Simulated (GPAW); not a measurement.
Crystal: TaMo2C3.

```xyz
6
Lattice="3.1166 0.0000 0.0000 -1.5583 2.6991 0.0000 0.0000 0.0000 7.6863" Properties=species:S:1:pos:R:3 pbc="T T T"
Ta    0.0000    0.0000    0.0000
Mo    1.5583    0.8997    2.5424
Mo    0.0000    1.7994    5.1439
C     1.5583    0.8997    6.3956
C     0.0000    1.7994    1.2907
C     0.0000    0.0000    3.8432
```

The cell comes from a database or a generator and needn't be the stable form of this composition.

Base run:

| Property | Result |
| --- | --- |
| Program | GPAW 26.7.0 |
| Functional | r2SCAN |
| Potentials or basis | GPAW PAW data sets (gpaw-data 1.2.1) |
| Cutoff | 800 eV |
| Basis | pw |
| k mesh | 7 × 7 × 3 |
| Occupations | fermi-dirac, width 0.05 eV |
| Spin | no spin polarisation |

Its results: pressure -4.8 GPa; largest force 0.088 eV/Å.

Question: The run is repeated on the same cell with these changes: functional from r2SCAN to PBE. What comes out?

Answer: Pressure -2.9 GPa; largest force 0.202 eV/Å.

Caveats: the PAW data sets were made with another functional, which shifts forces and pressure a little (some runs).
